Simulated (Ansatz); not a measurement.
# AsBH4O (SMILES B[AsH]O): functionals against CCSD(T) at one geometry

The task here is to estimate one member of a computed series from the others.

Computed with Ansatz 0.2.0, Gaussian basis. Level: single points in def2-TZVPP.

Correlated methods freeze the cores. Filled d shells of the heavier atoms are correlated.

## The starting structure

7 atoms, charge 0, spin multiplicity 1.

Atoms are counted from 1 here; the program's logs count them from 0.

Bond lengths: B1–As2 1.927 Å, B1–H4 1.327 Å, B1–H5 1.136 Å, As2–O3 1.590 Å, As2–H6 1.472 Å, O3–H7 1.263 Å. Angles: As2–B1–H4 114.7°, As2–B1–H5 141.6°, H4–B1–H5 103.3°, B1–As2–O3 118.5°, B1–As2–H6 82.8°, O3–As2–H6 104.3°, As2–O3–H7 103.4°.

Coordinates:

```xyz
7
charge 0, multiplicity 1
B    -1.0507    0.2381   -0.3069
As    0.2720    0.1413    1.0913
O     1.5727   -0.7392    0.8453
H    -1.0523   -0.7944   -1.1410
H    -1.8128    0.9460   -0.7646
H     0.6342    1.4761    0.5861
H     1.3411   -1.2998   -0.2629
```

Set-up of the first run:

run/in.yaml reads:

```yaml
crystal:
  periodic: [false, false, false]
  atoms:
    - {symbol: B, position_ang: [-1.050700, 0.238100, -0.306900]}
    - {symbol: As, position_ang: [0.272000, 0.141300, 1.091300]}
    - {symbol: O, position_ang: [1.572700, -0.739200, 0.845300]}
    - {symbol: H, position_ang: [-1.052300, -0.794400, -1.141000]}
    - {symbol: H, position_ang: [-1.812800, 0.946000, -0.764600]}
    - {symbol: H, position_ang: [0.634200, 1.476100, 0.586100]}
    - {symbol: H, position_ang: [1.341100, -1.299800, -0.262900]}
basis:
  gaussian: {orbitals: def2-TZVPP}
correlation: {method: ccsd_t}
output: {forces: true}
```

No record of the launch command was kept for these runs.

Among the steps run: CCSD(T)/def2-TZVPP; PBE0-D4/def2-TZVPP; wB97M-V/def2-TZVPP; r2SCAN-D4/def2-TZVPP; PBE-D4/def2-TZVPP; SPW92/def2-TZVPP; wB97X-V/def2-TZVPP.

One table of the session follows, with a row left open; its other results are not shown here.

| method | RMS force component (eV/Å) | angle to CCSD(T) forces (°) | dipole (D) |
| --- | --- | --- | --- |
| CCSD(T) | 3.673 | reference | 1.39 |
| PBE0-D4 | 3.599 | 1.8 | 1.43 |
| wB97M-V | 3.694 | 1.4 | 1.48 |
| r2SCAN-D4 | 3.556 | 1.4 | 1.35 |
| PBE-D4 | 3.551 | 3.9 | 1.17 |
| SPW92 | ? | ? | ? |
| wB97X-V | 3.734 | 1.7 | 1.61 |

**Question.** Estimate the row for SPW92.

As computed: RMS force component (eV/Å): 3.352; angle to CCSD(T) forces (°): 4.7; dipole (D): 1.28. In the column «RMS force component (eV/Å)» it is the lowest.
